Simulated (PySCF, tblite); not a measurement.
**C₃H₅F₃O₂Si: geometry, infrared bands and NMR shifts**

Wanted: the infrared bands and NMR shifts of C₃H₅F₃O₂Si (`O=C(CC(F)(F)F)O[SiH3]`), by calculation.

Programs: tblite 0.8.0 and PySCF 2.14.0, with density-fitted response routines of our own. Each step states its level of theory. These are calculated values for one molecule in the gas phase, unless marked as measured. Atoms count from 0, in the outputs and in this text.

### 1 The molecule as given

14 atoms, charge 0, multiplicity 1; geometry from: force field or distance geometry start.

Bonds of the start (Å): O0–C1 1.21, C1–C2 1.49, C2–C3 1.49, C3–F4 1.36, C3–F5 1.34, C3–F6 1.36, C1–O7 1.37, O7–Si8 1.66, C2–H9 1.09, C2–H10 1.10, Si8–H11 1.48, Si8–H12 1.47, Si8–H13 1.48.

### 2 Geometry optimisation with GFN2-xTB

The job: settings as JSON, then the geometry in Å.

```
{"job": {"kind": "relax", "xc": "GFN2-xTB", "basis": "xTB"}, "charge": 0, "multiplicity": 1}
O      0.119200     0.922500    -1.549200
C      0.024400     0.579100    -0.388900
C     -1.206600     0.700900     0.433000
C     -1.997200    -0.550500     0.253100
F     -3.133800    -0.498600     1.004500
F     -2.366800    -0.771900    -1.020600
F     -1.307300    -1.635300     0.683900
O      1.035000     0.046900     0.367500
Si     2.551900    -0.245700    -0.235100
H     -0.969900     0.888700     1.483800
H     -1.782200     1.572500     0.075000
H      3.172800     1.031000    -0.651500
H      2.479200    -1.207900    -1.348500
H      3.380700    -0.832300     0.840900
```

Run with:

```console
$ OMP_NUM_THREADS=1 python probes_run.py task.json out
```

The driver reads the jobs from task.json and runs them one after another.

**Question.** This job is followed by: GFN2-xTB harmonic vibrations, gas phase; GIAO PBE0/pcSseg-1 NMR shielding, non-relativistic, gas phase. Predict these results of the whole session: strongest single infrared mode (GFN2-xTB); zero-point energy (GFN2-xTB); 13C shifts against TMS (PBE0/pcSseg-1); 1H shifts against TMS (PBE0/pcSseg-1, means over atoms taken as alike); 17O shifts against H2O (PBE0/pcSseg-1); 19F shifts against CFCl3 (PBE0/pcSseg-1, means over atoms taken as alike); 29Si shifts against TMS (PBE0/pcSseg-1); surface potential, 1st and 99th percentile.

The runs gave:

| quantity | value |
| --- | --- |
| strongest single infrared mode (GFN2-xTB) | 1246 cm⁻¹, 644 km/mol |
| zero-point energy (GFN2-xTB) | 49.0 kcal/mol |
| 13C shifts against TMS (PBE0/pcSseg-1) | 170.2, 133.2, 45.6 ppm |
| 1H shifts against TMS (PBE0/pcSseg-1, means over atoms taken as alike) | 4.92, 3.19 ppm |
| 17O shifts against H2O (PBE0/pcSseg-1) | 460.4, 190.4 ppm |
| 19F shifts against CFCl3 (PBE0/pcSseg-1, means over atoms taken as alike) | -79.9 ppm |
| 29Si shifts against TMS (PBE0/pcSseg-1) | -36.5 ppm |
| surface potential, 1st and 99th percentile | -1.33 V and 1.70 V |

**Reading.** Over 169 steps the energy fell by 0.279 eV; of the close pairs, C1–O7 changed most, 1.370 to 1.308 Å. All 36 modes are real, so the xTB geometry is a minimum. The strongest single mode, at 1246 cm⁻¹, is carried by C1, O7, C2. Unscaled tight-binding wavenumbers are off by several per cent, some by more. Its intensities can rank the bands wrongly. At PBE0/pcSseg-1: Shielding is most anisotropic at O0 (span 652 ppm, paramagnetic term -526 ppm). By nearest atom (PBE0/pcSseg-1), the HOMO sits on O0 72 %; O7 10 % and the LUMO on C1 42 %; O0 25 %.
